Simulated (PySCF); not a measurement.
# CaF: bond curves at several levels of theory

Aim: find the lowest electronic state of CaF, scan its bond at several levels of theory, and get bond length, wavenumber and dissociation energy from each curve.

Computed with PySCF 2.14.0. Level: Ca aug-pcseg-1, F aug-pcseg-1, no relativity.

## Step 1: Input

The job is set up so:

```json
{
  "atoms": "Ca, F",
  "charge": "0",
  "basis": "Ca aug-pcseg-1, F aug-pcseg-1",
  "Hamiltonian": "no relativity",
  "basis functions": "56",
  "electrons treated": "29",
  "masses in u": "39.9626, 18.9984",
  "levels": "PBE0, PBE, r²SCAN, revPBE, M06-L, PW91, ωB97X, HF, MP2, SCS-MP2, CCSD, CCSD(T)",
  "grid": "80 radial by 434 angular points",
  "occupations": "held fixed by the projection of orbital angular momentum",
  "dissociation limit": "Ca + F, each in its ground configuration",
  "starting distance in angstrom": "2.205",
  "values of 2S to try": "1, 3"
}
```

The run is started by

```
$ OMP_NUM_THREADS=1 python dia.py task.json out
```

Further steps of the session: First curve: PBE0; Other states along the same grid; PBE; r²SCAN; revPBE (GGA); M06-L; PW91 (GGA); ωB97X (range-separated hybrid); UHF (mean field); MP2 and coupled cluster.

Before running it: what results should come out? Wanted: for each run, Re; ωe; De; μ.

The runs gave:

Lowest PBE0 solution found, without spin–orbit coupling: ²Σ⁺ (doublet), unpaired electrons σ ↑. The other levels ran on it alone.

| level | Re (Å) | ωe (cm⁻¹) | De (eV) | μ (D) |
| --- | --- | --- | --- | --- |
| UHF | 2.010 | 584 | 4.38 | -2.92 |
| UHF-MP2 | 2.012 | 568 | 5.92 | n/a |
| UHF-SCS-MP2 | 2.015 | 568 | 5.67 | n/a |
| UHF-CCSD | 2.012 | 574 | 5.42 | n/a |
| UHF-CCSD(T) | 2.012 | 571 | 5.47 | n/a |
| PBE | 1.959 | 594 | 6.12 | -2.83 |
| revPBE | 1.971 | 581 | 5.94 | -2.73 |
| PW91 | 1.956 | 596 | 6.20 | -2.87 |
| r²SCAN | 1.958 | 605 | 6.19 | -2.86 |
| M06-L | 1.968 | 604 | 5.65 | -2.39 |
| PBE0 | 1.960 | 601 | 5.78 | -2.85 |
| ωB97X | 1.975 | 594 | 5.68 | -2.58 |

De is counted to Ca + F in their ground configurations. A positive dipole means Ca(−)F(+).

Differences from CCSD(T) in the same basis:

| level | Re (mÅ) | ωe (%) |
| --- | --- | --- |
| UHF | -2 | +2.2 |
| UHF-MP2 | 0 | -0.5 |
| UHF-SCS-MP2 | +3 | -0.6 |
| UHF-CCSD | 0 | +0.4 |
| PBE | -53 | +3.9 |
| revPBE | -41 | +1.7 |
| PW91 | -55 | +4.3 |
| r²SCAN | -53 | +5.8 |
| M06-L | -44 | +5.7 |
| PBE0 | -51 | +5.2 |
| ωB97X | -37 | +4.0 |

Judged by CCSD(T) in the same basis: best bond length UHF-MP2 and UHF-CCSD (0 mÅ), worst PW91 (-55 mÅ); best wavenumber UHF-CCSD (+0.4 %), worst r²SCAN (+5.8 %). CCSD(T) in a basis this small is itself some way from its limit, more so than the functionals. Of the levels with a De here, UHF gives the least (4.38 eV) and PW91 the most (6.20 eV).

Correlated steps freeze 6 core orbitals.
